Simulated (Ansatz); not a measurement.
**NbAu2: properties at the relaxed cell**

One table from this session's results is given with a row withheld; the runs are named, their logs left out.

Computed with Ansatz 0.2.0 (DFT r2SCAN, scalar-relativistic, plane waves, PAW, unless a step's input says otherwise).

## Starting point

Symmetry: P6/mmm, No. 191, hexagonal system. The conventional cell has a = 4.661 Å, b = 4.661 Å, c = 2.744 Å, α = 90.00°, β = 90.00°, γ = 120.00°. Around Nb (site symmetry 6/mmm) lie 2 Nb at 2.74 Å and 12 Au at 3.02 Å. Au (site symmetry -6m2) has 5 Au at 2.69 to 2.74 Å and 6 Nb at 3.02 Å as nearest neighbours.

Structure file:

```cif
data_structure
_symmetry_space_group_name_H-M 'P 1'
_symmetry_Int_Tables_number 1
_cell_length_a 4.6611
_cell_length_b 4.6611
_cell_length_c 2.7436
_cell_angle_alpha 90.000
_cell_angle_beta 90.000
_cell_angle_gamma 120.000
_cell_volume 51.62
loop_
_atom_site_label
_atom_site_type_symbol
_atom_site_fract_x
_atom_site_fract_y
_atom_site_fract_z
_atom_site_occupancy
Nb1 Nb 0.00000 0.00000 0.00000 1
Au1 Au 0.33333 0.66667 0.50000 1
Au2 Au 0.66667 0.33333 0.50000 1
```

This cell was relaxed beforehand with the same method: volume 17.21 Å³/atom, gap on the mesh none (metal).

Set-up of the first run:

The input, input.yaml:

```yaml
crystal:
  lattice:
    - [4.6140346196, 0.0, 0.0]
    - [-2.3070173098, 3.9958711945, 0.0]
    - [0.0, 0.0, 2.71589678]
  atoms:
    - { symbol: Nb, position: [0.0, 0.0, 0.0] }
    - { symbol: Au, position: [0.3333333333, 0.6666666667, 0.5] }
    - { symbol: Au, position: [0.6666666667, 0.3333333333, 0.5] }
basis:
  ecutwfc: 500
kpoints:
  mp_grid: { grid: [12, 12, 16] }
hamiltonian:
  xc: r2scan
scf:
  occupations: { method: gaussian, width: 0.1 }
output:
  forces: true
  stress: true
  eigenvalues: true
  write_density: true
  write_potential: true
  elf: true
  volumetric_format: npy
relax:
  adjacent_minimum: "off"
  f_tol: 0.01
  max_steps: 30
  cell: { stress_tol: 0.1, fix: [volume] }
```

Started as:

```bash
$ ansatz run input.yaml --threads 1 --pin off --max-ram 2560MiB --backend cpu --events-out ev --progress --plain --runs-dir out
```

Steps of the session up to this table: The cell scaled to 0.97 of its volume; The cell scaled to 1.03 of its volume; Volume × 0.94; The cell scaled to 1.06 of its volume; Point at V/V0 = 0.91; Point at V/V0 = 1.10; Volume × 0.88.

One of the session's tables, all rows but one given; the rest of the session is left out.

It belongs to the step «Equation of state». 

```
volume (Å³/atom)  energy above the lowest point (meV/atom)  pressure (GPa)
          15.142                                     195.5           34.54
          15.659                                     102.8           23.41
          16.175                                         ?               ?
          16.691                                      10.1            6.44
          17.207                                       0.0            0.01
          17.724                                       8.9           -5.33
          18.240                                      33.4           -9.76
          18.928                                      86.0          -14.50
```

Q: Estimate the row for volume (Å³/atom) = 16.175 from the others.

Worked estimate for «energy above the lowest point (meV/atom)». A straight line through the neighbours (15.659, 102.8) and (16.691, 10.1) gives 102.8 + (10.1 − 102.8) × (16.175 − 15.659) / (16.691 − 15.659) = 56.4; a parabola fitted to 4 rows on both sides gives 42.7.

As computed: energy above the lowest point (meV/atom): 42.8; pressure (GPa): 14.15. In «energy above the lowest point (meV/atom)» the line misses by +13.6 and the parabola by -0.1.
